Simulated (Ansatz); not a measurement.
# Mo2W3: the cost of one run

Method: DFT PBE, scalar-relativistic, plane waves, PAW, in Ansatz 0.2.0.

1 further run of the same task is left out (it didn't finish). Runs told in other sessions of the task aren't counted.

### 1 The structure to begin with

Symmetry: Fmmm, No. 69, orthorhombic system. Conventional cell: a = 3.173 Å, b = 4.492 Å, c = 22.452 Å, α = 90.00°, β = 90.00°, γ = 90.00°. Mo (site symmetry mm2) has 6 Mo at 2.74 to 2.75 Å and 2 W at 2.75 Å in its first shell of neighbours. Around W (site symmetry mm2) lie 2 Mo at 2.75 Å and 6 W at 2.75 to 2.76 Å. W (site symmetry mmm) is surrounded by 8 W at 2.75 to 2.76 Å.

As a file:

```
CELL_PARAMETERS angstrom
0.00000 2.24611 11.22613
1.58668 0.00000 11.22613
1.58668 2.24611 0.00000
ATOMIC_POSITIONS crystal
Mo 0.20030 0.20030 0.79970
Mo 0.79970 0.79970 0.20030
W 0.39948 0.39948 0.60052
W 0.00000 0.00000 0.00000
W 0.60052 0.60052 0.39948
```

It is the end of an earlier relaxation with the same method, from a generated guess; it needn't be the stable form of this composition. At a tolerance of 0.05 Å it has space group Fmmm (No. 69); it has 16.00 Å³/atom, an uncorrected energy of +0.01 eV/atom over the elements.

### 2 Static run: bands, density of states and charges

Contents of input.yaml:

```yaml
crystal:
  lattice:
    - [0.0, 2.2461116332, 11.2261330632]
    - [1.5866756853, 0.0, 11.2261330632]
    - [1.5866756853, 2.2461116332, 0.0]
  atoms:
    - { symbol: Mo, position: [0.2002979791, 0.2002979791, 0.7997020209] }
    - { symbol: Mo, position: [0.7997020209, 0.7997020209, 0.2002979791] }
    - { symbol: W, position: [0.3994838118, 0.3994838118, 0.6005161882] }
    - { symbol: W, position: [0.0, 0.0, 0.0] }
    - { symbol: W, position: [0.6005161882, 0.6005161882, 0.3994838118] }
basis:
  ecutwfc: 420
kpoints:
  mp_grid: { grid: [14, 14, 14] }
  band_path:
    path:
      - [[0.0, 0.0, 0.0], [0.5, 0.0, 0.5], [1.0, 0.5, 0.5], [0.5, 0.5, 0.0], [0.0, 0.0, 0.0], [0.0, 0.37974785, 0.37974785]]
      - [[1.0, 0.62025215, 0.62025215], [1.0, 0.5, 0.5]]
      - [[0.5, 0.0, 0.5], [0.5, 0.13024032, 0.63024032]]
      - [[0.5, 0.86975968, 0.36975968], [0.5, 0.5, 0.0]]
    npoints: 14
hamiltonian:
  xc: pbe
scf:
  occupations: { method: gaussian, width: 0.1 }
  n_extra_bands: 12
output:
  forces: true
  stress: true
  eigenvalues: true
  populations: true
  dos: { projected: true, de: 0.02, nscf_kmesh: { grid: [17, 17, 17] } }
  bader: true
```

On the command line:

```console
> ansatz run input.yaml --threads 4 --pin off --max-ram 8192MiB --backend cpu --events-out ev --progress --plain --runs-dir out
```

Q: Estimate wall time and peak memory on 4 threads of Arm Neoverse V1, shared host.

About 66 s, with a peak of 1.9 GiB.
